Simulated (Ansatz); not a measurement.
# AlFH₂OTe: from a rough start to a minimum

The task is to find a stationary geometry of AlFH₂OTe, then compute its harmonic vibrations to see whether it is a minimum and to get the zero-point energy and entropy, and look at its orbitals and charge.

Computed with Ansatz 0.2.0, Gaussian basis. Level: RKS PBE0-D4/def2-TZVP.

The runs, in order: relaxation at PBE-D4/def2-SVP; relaxation at PBE0-D4/def2-TZVP; harmonic vibrations at the same level; a single point in def2-TZVPP for the fields.

**1. Where the work starts**

SMILES `[OH][Al]([F])[TeH]`, 6 atoms, charge 0, spin multiplicity 1.

Atoms are counted from 1 here; the program's logs count them from 0.

Bond lengths: O1–Al2 1.853 Å, O1–H5 1.006 Å, Al2–F3 1.778 Å, Al2–Te4 2.538 Å, Te4–H6 1.727 Å. Angles: Al2–O1–H5 103.3°, O1–Al2–F3 118.8°, O1–Al2–Te4 121.4°, F3–Al2–Te4 119.8°, Al2–Te4–H6 93.2°.

The start is a force-field geometry with small random shifts, so a cheaper pass at PBE-D4/def2-SVP comes first. Te takes the def2 core potential; no spin-orbit term is included.

**2. Optimising with PBE-D4/def2-SVP (cheap first pass)**

in.yaml

```yaml
crystal:
  periodic: [false, false, false]
  atoms:
    - {symbol: O, position_ang: [1.430000, -0.381200, -1.226900]}
    - {symbol: Al, position_ang: [0.218900, -0.623300, 0.153900]}
    - {symbol: F, position_ang: [0.787100, -1.350700, 1.674100]}
    - {symbol: Te, position_ang: [-2.211600, 0.068100, -0.081500]}
    - {symbol: H, position_ang: [1.737300, 0.568300, -1.101200]}
    - {symbol: H, position_ang: [-1.919700, 1.654700, 0.535500]}
basis:
  gaussian: {orbitals: def2-SVP}
hamiltonian: {xc: pbe, dispersion: d4}
relax: {f_tol: 0.03, max_steps: 200}
```

Started as:

```
$ ansatz run in.yaml --threads 2 --pin off --events-out ev --progress --plain --max-ram 4352MiB
```

Standard output (excerpt; [...] marks lines left out):

```text
Functional definition: PBE
  name "PBE"
  cite "Perdew, Burke & Ernzerhof, Phys. Rev. Lett. 77, 3865 (1996) doi:10.1103/PhysRevLett.77.3865"
  parent pbe
[...]
920 factors; their error is unknown
[...]
mean field -18675.53584268 eV, -686.3132834857 hartree, gradient 4.5e-5 eV, S^2 0.000000; 0 other end points of the search recorded, 0 dependent functions left out
[...]
reference -18675.53587934 eV, -686.3132848330 hartree; 28, 28 occupied and 54, 54 virtual orbitals, 920 factors
relax step   1: F+E_penalty+E_count = -18675.65908576 eV  Δ(F+E_penalty+E_count) = +0.000e0 eV  max|allowed force component| = 2.209e0 eV/Å  Δτ_max = 0.0000 Å  (26 SCF iters, accepted)
[...]
relax step   5: F+E_penalty+E_count = -18676.09776488 eV  Δ(F+E_penalty+E_count) = -7.662e-2 eV  max|allowed force component| = 1.961e-1 eV/Å  Δτ_max = 0.1004 Å  (28 SCF iters, accepted)
[...]
relax step   9: F+E_penalty+E_count = -18676.25120447 eV  Δ(F+E_penalty+E_count) = -1.936e-2 eV  max|allowed force component| = 3.733e-1 eV/Å  Δτ_max = 0.0796 Å  (27 SCF iters, accepted)
[...]
relax step  13: F+E_penalty+E_count = -18676.36843946 eV  Δ(F+E_penalty+E_count) = -4.719e-3 eV  max|allowed force component| = 1.785e-1 eV/Å  Δτ_max = 0.0396 Å  (29 SCF iters, accepted)
[...]
relax step  17: F+E_penalty+E_count = -18676.38955378 eV  Δ(F+E_penalty+E_count) = -1.064e-3 eV  max|allowed force component| = 1.003e-1 eV/Å  Δτ_max = 0.0665 Å  (28 SCF iters, accepted)
[...]
relax step  18: F+E_penalty+E_count = -18676.39091965 eV  Δ(F+E_penalty+E_count) = -1.366e-3 eV  max|allowed force component| = 1.198e-2 eV/Å  Δτ_max = 0.0263 Å  (29 SCF iters, accepted)
920 factors; their error is unknown
[...]
mean field -18676.26290070 eV, -686.3400023751 hartree, gradient 9.0e-6 eV, S^2 0.000000; 1 other end points of the search recorded, 0 dependent functions left out
[...]
reference -18676.26293648 eV, -686.3400036900 hartree; 28, 28 occupied and 54, 54 virtual orbitals, 920 factors
Total energy: -18676.39095543 eV, -686.3447082994 hartree
Atom 0 at     1.502545    -0.003138    -0.650166 Å, force     0.004657    -0.011976     0.004731 eV/Å
Atom 1 at     0.281843    -0.611835     0.376289 Å, force    -0.000534     0.002213    -0.001425 eV/Å
Atom 2 at     0.681201    -1.938593     1.314356 Å, force    -0.000201     0.003996    -0.003174 eV/Å
Atom 3 at    -2.077124     0.266450     0.645610 Å, force     0.001095    -0.000620     0.001592 eV/Å
Atom 4 at     1.401500     0.748878    -1.252639 Å, force    -0.004935     0.006890    -0.000259 eV/Å
Atom 5 at    -1.747966     1.474137    -0.479549 Å, force    -0.000082    -0.000504    -0.001464 eV/Å
Dipole moment:    -0.152883     0.443694    -0.310434 e Å
```

Wall time 28 s (2 threads of Arm Neoverse V1, shared host).

Step by step: (the energy doesn't fall at every step)

```csv
step,energy from step 1 (eV),largest force component (eV/Å)
1,0.0000,2.2092
2,-0.1678,1.5403
3,-0.2414,1.3177
4,-0.3621,1.0071
5,-0.4387,0.1961
6,-0.5008,0.6304
7,-0.5728,0.3661
8,-0.5281,1.8100
9,-0.5921,0.3733
10,-0.6217,0.5036
11,-0.6618,0.3103
12,-0.7046,0.2081
13,-0.7094,0.1785
14,-0.7026,0.5182
15,-0.7224,0.0826
16,-0.7294,0.0552
17,-0.7305,0.1003
18,-0.7318,0.0120
```

Distances of close pairs at the start and the end, largest changes first:

```csv
bond,before (Å),after (Å),change (Å)
O1–Al2,1.853,1.707,-0.145
Al2–F3,1.778,1.673,-0.105
Te4–H6,1.727,1.683,-0.044
O1–H5,1.006,0.969,-0.037
Al2–Te4,2.538,2.532,-0.006
```

**3. Relaxation at PBE0-D4/def2-TZVP**

in.yaml

```yaml
crystal:
  periodic: [false, false, false]
  atoms:
    - {symbol: O, position_ang: [1.502545, -0.003138, -0.650166]}
    - {symbol: Al, position_ang: [0.281843, -0.611835, 0.376289]}
    - {symbol: F, position_ang: [0.681201, -1.938593, 1.314356]}
    - {symbol: Te, position_ang: [-2.077124, 0.266450, 0.645610]}
    - {symbol: H, position_ang: [1.401500, 0.748878, -1.252639]}
    - {symbol: H, position_ang: [-1.747966, 1.474137, -0.479549]}
basis:
  gaussian: {orbitals: def2-TZVP}
hamiltonian: {xc: pbe0, dispersion: d4}
relax: {f_tol: 0.005, max_steps: 150}
```

The command is unchanged.

Standard output (excerpt; [...] marks lines left out):

```text
Functional definition: PBE0
  name "PBE0"
  cite "Adamo & Barone, J. Chem. Phys. 110, 6158 (1999) doi:10.1063/1.478522"
  cite "Perdew, Burke & Ernzerhof, Phys. Rev. Lett. 77, 3865 (1996) doi:10.1103/PhysRevLett.77.3865"
  parent pbe
[...]
1112 factors; their error is unknown
[...]
mean field -18686.17218377 eV, -686.7041618113 hartree, gradient 2.9e-5 eV, S^2 0.000000; 0 other end points of the search recorded, 0 dependent functions left out
[...]
reference -18686.17221429 eV, -686.7041629327 hartree; 28, 28 occupied and 133, 133 virtual orbitals, 1112 factors
relax step   1: F+E_penalty+E_count = -18686.28239966 eV  Δ(F+E_penalty+E_count) = +0.000e0 eV  max|allowed force component| = 6.924e-1 eV/Å  Δτ_max = 0.0000 Å  (29 SCF iters, accepted)
[...]
1112 factors; their error is unknown
mean field -18686.20792351 eV, -686.7054752222 hartree, gradient 7.8e-6 eV, S^2 0.000000; 1 other end points of the search recorded, 0 dependent functions left out
[...]
reference -18686.20795390 eV, -686.7054763393 hartree; 28, 28 occupied and 133, 133 virtual orbitals, 1112 factors
Total energy: -18686.31948185 eV, -686.7095749158 hartree
Atom 0 at     1.475424    -0.001845    -0.645296 Å, force     0.000406     0.000082    -0.001866 eV/Å
Atom 1 at     0.290222    -0.616938     0.376413 Å, force     0.000737     0.000313    -0.001058 eV/Å
Atom 2 at     0.674681    -1.920542     1.297175 Å, force    -0.000173    -0.000837     0.001566 eV/Å
Atom 3 at    -2.043944     0.275521     0.636081 Å, force    -0.000820    -0.000096     0.000196 eV/Å
Atom 4 at     1.358321     0.748416    -1.224499 Å, force    -0.000472     0.000275     0.001330 eV/Å
Atom 5 at    -1.712705     1.451288    -0.485972 Å, force     0.000321     0.000264    -0.000169 eV/Å
Dipole moment:    -0.189349     0.427279    -0.275878 e Å
```

Run time: 34 s. Hardware: 2 threads of Arm Neoverse V1, shared host.

Along the way: (the energy doesn't fall at every step)

| step | energy from step 1 (eV) | largest force component (eV/Å) |
| --- | --- | --- |
| 1 | 0.0000 | 0.6924 |
| 2 | -0.0247 | 0.6145 |
| 3 | -0.0354 | 0.1968 |
| 4 | -0.0356 | 0.1809 |
| 5 | -0.0290 | 0.1800 |
| 6 | -0.0370 | 0.0089 |
| 7 | -0.0370 | 0.0062 |
| 8 | -0.0371 | 0.0019 |

Close pairs (by a distance rule), those that changed most:

```
   bond  before (Å)  after (Å)  change (Å)
 Al2–F3       1.673      1.642      -0.032
 O1–Al2       1.707      1.681      -0.026
 Te4–H6       1.683      1.659      -0.024
Al2–Te4       2.532      2.512      -0.019
  O1–H5       0.969      0.955      -0.014
```

Mulliken charges at the end point, from the run's report:

```
atom  value (e)
  O1      -0.53
 Al2       0.68
  F3      -0.33
 Te4      -0.21
  H5       0.32
  H6       0.07
```

**4. Harmonic vibrations**

in.yaml

```yaml
crystal:
  periodic: [false, false, false]
  atoms:
    - {symbol: O, position_ang: [1.475424, -0.001845, -0.645296]}
    - {symbol: Al, position_ang: [0.290222, -0.616938, 0.376413]}
    - {symbol: F, position_ang: [0.674681, -1.920542, 1.297175]}
    - {symbol: Te, position_ang: [-2.043944, 0.275521, 0.636081]}
    - {symbol: H, position_ang: [1.358321, 0.748416, -1.224499]}
    - {symbol: H, position_ang: [-1.712705, 1.451288, -0.485972]}
basis:
  gaussian: {orbitals: def2-TZVP}
hamiltonian: {xc: pbe0, dispersion: d4}
phonons: {temperatures: {t_min: 298.15, t_max: 900, t_step: 200}}
```

Launched as before.

Standard output (excerpt; [...] marks lines left out):

```text
Functional definition: PBE0
  name "PBE0"
  cite "Adamo & Barone, J. Chem. Phys. 110, 6158 (1999) doi:10.1063/1.478522"
  cite "Perdew, Burke & Ernzerhof, Phys. Rev. Lett. 77, 3865 (1996) doi:10.1103/PhysRevLett.77.3865"
  parent pbe
[...]
1112 factors; their error is unknown
[...]
mean field -18686.20792136 eV, -686.7054751434 hartree, gradient 4.2e-5 eV, S^2 0.000000; 0 other end points of the search recorded, 0 dependent functions left out
[...]
reference -18686.20795176 eV, -686.7054762604 hartree; 28, 28 occupied and 133, 133 virtual orbitals, 1112 factors
[...]
1112 factors; their error is unknown
mean field -18686.20791036 eV, -686.7054747391 hartree, gradient 2.9e-6 eV, S^2 0.000000; 0 other end points of the search recorded, 0 dependent functions left out
[...]
reference -18686.20794075 eV, -686.7054758561 hartree; 28, 28 occupied and 133, 133 virtual orbitals, 1112 factors
[...]
reference -18686.20792855 eV, -686.7054754076 hartree; 28, 28 occupied and 133, 133 virtual orbitals, 1112 factors
Total energy: -18686.31947970 eV, -686.7095748367 hartree
Atom 0 at     1.475424    -0.001845    -0.645296 Å, force     0.000423     0.000053    -0.001848 eV/Å
Atom 1 at     0.290222    -0.616938     0.376413 Å, force     0.000718     0.000324    -0.001060 eV/Å
Atom 2 at     0.674681    -1.920542     1.297175 Å, force    -0.000175    -0.000827     0.001559 eV/Å
Atom 3 at    -2.043944     0.275521     0.636081 Å, force    -0.000836    -0.000111     0.000216 eV/Å
Atom 4 at     1.358321     0.748416    -1.224499 Å, force    -0.000467     0.000300     0.001307 eV/Å
Atom 5 at    -1.712705     1.451288    -0.485972 Å, force     0.000337     0.000262    -0.000173 eV/Å
Dipole moment:    -0.189349     0.427280    -0.275879 e Å
Vibrations: 126.04 178.10 185.72 231.17 303.03 339.80 512.75 599.25 793.07 944.19 2151.04 3972.92 cm⁻¹, zero-point energy 0.640818 eV
```

Wall time 97 s (2 threads of Arm Neoverse V1, shared host).

Motions are named by where the mode's potential energy lies. The modes, unscaled (a negative number is an imaginary wavenumber):

```csv
mode,cm⁻¹,motion
1,126,bend
2,178,torsion
3,186,bend with Al–Te stretch
4,231,torsion with out-of-plane bend
5,303,torsion
6,340,Al–Te stretch with bend
7,513,bend
8,599,bend
9,793,Al–F and Al–O stretch
10,944,Al–O and Al–F stretch
11,2151,Te–H stretch
12,3973,O–H stretch
```

From these modes and the moments of inertia (298.15 K, 1 bar, symmetry number 1):

| term | value |
| --- | --- |
| zero-point energy | 14.8 kcal/mol |
| H(298) − E | 19.5 kcal/mol |
| entropy, translation | 174.4 J/(mol K) |
| entropy, rotation | 117.0 J/(mol K) |
| entropy, vibration | 56.5 J/(mol K) |
| entropy, total | 348.0 J/(mol K) |

**5. Orbitals, density and potential**

Changes to in.yaml since step 4:

```diff
@@ -10,4 +10,4 @@
 basis:
-  gaussian: {orbitals: def2-TZVP}
+  gaussian: {orbitals: def2-TZVPP}
 hamiltonian: {xc: pbe0, dispersion: d4}
-phonons: {temperatures: {t_min: 298.15, t_max: 900, t_step: 200}}
+output: {orbitals: {seedname: orbitals}}
```

Launched as before.

Standard output:

```text
Functional definition: PBE0
  name "PBE0"
  cite "Adamo & Barone, J. Chem. Phys. 110, 6158 (1999) doi:10.1063/1.478522"
  cite "Perdew, Burke & Ernzerhof, Phys. Rev. Lett. 77, 3865 (1996) doi:10.1103/PhysRevLett.77.3865"
  parent pbe
  parameter a = 0.25
  parameter kappa = 0.804
  parameter beta = 0.06672455060314922
  exchange = (1 - a)*pbe_x(kappa = kappa, mu = beta*pi^2/3) + a*exact_x
  correlation = pbe_c(beta = beta)
1163 factors; their error is unknown
mean field evaluation 1: about -18678.9888 eV, gradient 6.8e1 eV
mean field evaluation 2: about -18657.2794 eV, gradient 1.3e2 eV
mean field evaluation 4: about -18685.9985 eV, gradient 8.6e0 eV
mean field evaluation 8: about -18686.2698 eV, gradient 5.0e-1 eV
mean field evaluation 16: about -18686.2701 eV, gradient 5.3e-5 eV
mean field -18686.27006566 eV, -686.7077589042 hartree, gradient 5.3e-5 eV, S^2 0.000000; 0 other end points of the search recorded, 0 dependent functions left out
reference -18686.27009609 eV, -686.7077600224 hartree; 28, 28 occupied and 154, 154 virtual orbitals, 1163 factors
Total energy: -18686.38162403 eV, -686.7118585988 hartree
```

It took 3 s on 2 threads of Arm Neoverse V1, shared host.

The fields below are evaluated on a grid from the run's orbitals.

Frontier orbitals at PBE0-D4/def2-TZVPP, with the share of their density that lies nearest to each atom:

```csv
orbital,energy (eV),lies on
HOMO,-7.04,Te4 80 %; H6 11 %; Al2 8 %
LUMO,-1.02,Al2 37 %; Te4 29 %; O1 11 %
```

ELF in a plane through or near 6 of the atoms.

Ten even steps from ' ' (0.00) to '@' (1.00):
```
                                                        
                                                        
                                                        
              ..--====--..          ..::::::::..        
            ::==######**--      ..--==++****++==..      
          ..==##%%++**##++    ::--++++++########==..    
          ..==##%%==--##++..::++++--------==####++--    
            ::++##%%##--..  --%%++--##****--**##++--    
                ....  ******..%%**--####**--++++--..    
                  ..  ++##==..##**::::::::--==--..      
            ..::++####==::....======**%%@@%%**--..      
          ..==**%%##++####==......**@@@@@@@@%%**..      
          ..++##%%%%==####==..    ++@@@@@@@@@@**        
            --==**##%%@@@@++::    ::**%%@@@@##--        
              ..::==**@@@@**::      ..--==--..          
                  ..--****--                            
                      ....                              
                                                        
                                                        
                                                        
```
The map spans 9.6 Å across and 9.0 Å up, centred on the molecule. Atoms in the plane (x, y in Å): O1 (-1.3, -1.0), Al2 (-0.5, 0.6), F3 (-1.5, 1.9), Te4 (1.9, 1.0), H5 (-0.8, -1.8), H6 (2.2, -0.7).

On the surface of density 0.002 e/bohr³ the electrostatic potential runs, from the 1st to the 99th percentile, from -1.21 V near F3 to 3.03 V near Al2.

**6. Results**

| quantity | value |
| --- | --- |
| point group | Cs |
| steps | 18 + 8 |
| shift from the start (rms) | 0.695 Å |
| total energy | -18686.3195 eV |
| dispersion term | -112 meV |
| dipole moment | 2.61 D |
| lowest, highest wavenumber | 126, 3973 cm⁻¹ |
| zero-point energy | 14.8 kcal/mol |
| entropy at 298.15 K | 348.0 J/(mol K) |
| HOMO, LUMO | -7.04, -1.02 eV |

In words: The relaxed geometry lies 0.70 Å (rms) from the start; the bond that changed most is O1–Al2, from 1.853 to 1.681 Å. All wavenumbers are real, so the end point is a minimum. The stiffest mode, 3973 cm⁻¹, is an O–H stretch, and 3 modes under 200 cm⁻¹ make the vibrational entropy uncertain. Harmonic hybrid wavenumbers usually lie a few per cent above measured fundamentals. The largest Mulliken charge, +0.68 e, sits on Al2. The HOMO lies mostly on Te4 80 %; H6 11 % and the LUMO on Al2 37 %; Te4 29 %.
